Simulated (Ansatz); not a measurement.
**CH₂FNSi (SMILES NC#[Si]F): functionals against CCSD(T) at one geometry**

One table from this session's results is given with a row withheld; the runs are named, their logs left out.

The runs use Ansatz 0.2.0, Gaussian basis; single points in def2-TZVPP.

Correlated methods freeze the cores.

## The starting structure

SMILES `NC#[Si]F`, 6 atoms, charge 0, spin multiplicity 1.

Atoms are counted from 1 here; the program's logs count them from 0.

Bond lengths: N1–C2 1.287 Å, N1–H5 0.908 Å, N1–H6 1.191 Å, C2–Si3 1.757 Å, Si3–F4 1.625 Å. Angles: C2–N1–H5 126.0°, C2–N1–H6 120.5°, H5–N1–H6 111.2°, N1–C2–Si3 142.6°, C2–Si3–F4 121.1°.

Coordinates:

```mol
CH2FNSi
  3D, bonds by distance, orders not assigned

  6  5  0  0  0  0  0  0  0  0999 V2000
    0.1352    1.1333    0.1940 N   0  0
   -0.2518   -0.0725   -0.0361 C   0  0
    0.3433   -1.7112   -0.2526 Si  0  0
   -0.6648   -2.9242   -0.6435 F   0  0
    0.3181    1.7644   -0.4334 H   0  0
   -0.0309    1.6275    1.2652 H   0  0
  1  2  8  0
  1  5  8  0
  1  6  8  0
  2  3  8  0
  3  4  8  0
M  END
```

Set-up of the first run:

The input, run/in.yaml:

```yaml
crystal:
  periodic: [false, false, false]
  atoms:
    - {symbol: N, position_ang: [0.135200, 1.133300, 0.194000]}
    - {symbol: C, position_ang: [-0.251800, -0.072500, -0.036100]}
    - {symbol: Si, position_ang: [0.343300, -1.711200, -0.252600]}
    - {symbol: F, position_ang: [-0.664800, -2.924200, -0.643500]}
    - {symbol: H, position_ang: [0.318100, 1.764400, -0.433400]}
    - {symbol: H, position_ang: [-0.030900, 1.627500, 1.265200]}
basis:
  gaussian: {orbitals: def2-TZVPP}
correlation: {method: ccsd_t}
output: {forces: true}
```

The command line of these runs was not kept.

Among the steps run: CCSD(T)/def2-TZVPP; PBE0-D4/def2-TZVPP; wB97M-V/def2-TZVPP; r2SCAN-D4/def2-TZVPP; PBE-D4/def2-TZVPP; r2SCAN0-D4/def2-TZVPP; revPBE-D4/def2-TZVPP.

One of the session's tables, all rows but one given; the rest of the session is left out.

```
    method  RMS force component (eV/Å)  angle to CCSD(T) forces (°)  dipole (D)
   CCSD(T)                       2.794                    reference        4.66
   PBE0-D4                           ?                            ?           ?
   wB97M-V                       2.819                          5.1        4.61
 r2SCAN-D4                       2.754                          5.1        4.42
    PBE-D4                       2.771                          7.2        4.33
r2SCAN0-D4                       2.808                          6.7        4.55
 revPBE-D4                       2.765                          7.5        4.30
```

**Question.** Estimate the row for PBE0-D4.

The run gave: RMS force component (eV/Å): 2.819; angle to CCSD(T) forces (°): 6.0; dipole (D): 4.53.
